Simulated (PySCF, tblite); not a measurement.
**C3H7BF3N: geometry, infrared bands and NMR shifts**

Aim: predict the infrared bands and NMR shifts of C3H7BF3N (`BN(C)CC(F)(F)F`).

Computed with tblite 0.8.0 and PySCF 2.14.0, with density-fitted response routines of our own, on a single molecule in the gas phase. Atoms count from 0, in the outputs and in this text.

## (1) The molecule as given

15 atoms, charge 0, multiplicity 1; geometry from: force field or distance geometry start.

Bonds of the start (Å): B0–N1 1.54, N1–C2 1.46, N1–C3 1.47, C3–C4 1.51, C4–F5 1.39, C4–F6 1.40, C4–F7 1.38, B0–H8 1.17, B0–H9 1.19, C2–H10 1.13, C2–H11 1.11, C2–H12 1.10, C3–H13 1.09, C3–H14 1.12.

## (2) Relaxing the molecule with GFN2-xTB

What the job is given:

```
{"job": {"kind": "relax", "xc": "GFN2-xTB", "basis": "xTB"}, "charge": 0, "multiplicity": 1}
B     -0.483600     1.502500     0.348000
N     -0.478500    -0.022800     0.543900
C     -1.788400    -0.554700     0.188900
C      0.481800    -0.518700    -0.455100
C      1.903200    -0.274300    -0.011400
F      2.195600     1.069100     0.175400
F      2.140200    -1.009400     1.158600
F      2.737100    -0.780500    -0.986200
H      0.302300     2.115200     0.964500
H     -1.364500     2.019200    -0.260700
H     -1.912100    -1.604000     0.579100
H     -2.562800     0.099000     0.649600
H     -1.848400    -0.522400    -0.911400
H      0.323900    -1.589200    -0.616500
H      0.349900     0.079100    -1.388800
```

Started as:

```bash
$ OMP_NUM_THREADS=1 python probes_run.py task.json out
```

The driver reads the jobs from task.json and runs them one after another.

**Question.** This job is followed by: GFN2-xTB harmonic vibrations, gas phase; GIAO PBE0/pcSseg-1 NMR shielding, non-relativistic, gas phase. Predict these results of the whole session: strongest single infrared mode (GFN2-xTB); zero-point energy (GFN2-xTB); 13C shifts against TMS (PBE0/pcSseg-1); 1H shifts against TMS (PBE0/pcSseg-1, means over atoms taken as alike); 11B shifts against BF3·OEt2 (PBE0/pcSseg-1); 15N shifts against NH3 (PBE0/pcSseg-1); 19F shifts against CFCl3 (PBE0/pcSseg-1, means over atoms taken as alike).

**Answer**, as computed:

```
                                                                 quantity                  value
                                strongest single infrared mode (GFN2-xTB)  1067 cm⁻¹, 195 km/mol
                                             zero-point energy (GFN2-xTB)          66.6 kcal/mol
                                   13C shifts against TMS (PBE0/pcSseg-1)  134.5, 63.8, 46.9 ppm
   1H shifts against TMS (PBE0/pcSseg-1, means over atoms taken as alike)   4.73, 3.76, 3.32 ppm
                              11B shifts against BF3·OEt2 (PBE0/pcSseg-1)               40.3 ppm
                                   15N shifts against NH3 (PBE0/pcSseg-1)              137.7 ppm
19F shifts against CFCl3 (PBE0/pcSseg-1, means over atoms taken as alike)              -86.0 ppm
```

Over 170 steps the energy fell by 1.770 eV; of the close pairs, B0–N1 changed most, 1.538 to 1.384 Å. All 39 modes are real, so the xTB geometry is a minimum. The strongest single mode, at 1067 cm⁻¹, moves mainly C4. Unscaled tight-binding wavenumbers are off by several per cent, some by more. Its intensities can rank the bands wrongly. At PBE0/pcSseg-1: The widest tensor belongs to N1: span 215 ppm, with a paramagnetic part of -194 ppm.
